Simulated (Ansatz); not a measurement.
Predict the output of the script below (Ansatz 0.2.0, Python API).

`field_clgeh5osi.py`:
```python
# -*- coding: utf-8 -*-
import ansatz as az
from ase import Atoms
import numpy as np


def main():
    atoms = Atoms(["O", "Si", "Cl", "Ge", "H", "H", "H", "H", "H"], positions=[
        [-1.8053, 0.1347, 0.9907],
        [-0.6145, 0.81, -0.0218],
        [0.3503, 2.3579, 0.9725],
        [0.9712, -0.8534, -0.5409],
        [-1.3788, -0.1766, 1.7582],
        [-1.2004, 1.3536, -1.2628],
        [0.1891, -2.0022, -1.283],
        [1.5537, -1.4001, 0.7654],
        [2.0232, -0.2702, -1.3954],
    ])
    system = az.Crystal.molecule_from_ase(atoms)

    setup = (
        system.calculation()
        .basis(gaussian="def2-SVPD")
        .functional("hf")
        .forces()
    )
    centre = np.mean([site.position_ang for site in system.cartesian_sites], axis=0)
    field = 2 * 14.399645 * 3.0 / 30.0 ** 2


    def dipole(axis, sign):
        arm = 30.0 * np.eye(3)[axis]
        pair = [{"charge": sign * 3.0, "position_ang": (centre - arm).tolist()}, {"charge": -sign * 3.0, "position_ang": (centre + arm).tolist()}]
        deck = setup.input().set(az.key.basis.gaussian.point_charges, pair)
        return np.array(az.Session.from_dict(deck).plan().execute().report["charge_distribution"]["dipole_moment_e_ang"])


    print(f"field {field:.4f} V/A")
    alpha = np.array([(dipole(axis, 1) - dipole(axis, -1)) / (2 * field) * 14.399645 for axis in range(3)])
    print("polarisability tensor (A^3)")
    print(np.array2string(alpha, precision=3, suppress_small=True))
    print(f"mean {np.trace(alpha) / 3:.3f} A^3 = {np.trace(alpha) / 3 / 0.14818471:.2f} bohr^3")


if __name__ == "__main__":
    main()
```

Output of `python field_clgeh5osi.py`:
```text
field 0.0960 V/A
polarisability tensor (A^3)
[[10.143 -0.391 -0.057]
 [-0.383 11.635  0.971]
 [-0.05   0.947  9.875]]
mean 10.551 A^3 = 71.20 bohr^3
```

The geometry is a force-field or estimated start, not a minimum of this method, and the basis set is short of its limit. The field of two point charges is only nearly even. The whole script took 35 s on 1 thread of Arm Neoverse V2, on a shared host, peak memory 0.46 GiB.

(A comment or docstring line of the script was reworded after the run, the code is as it ran; lines on the test bed's own set-up are left out of the output.)
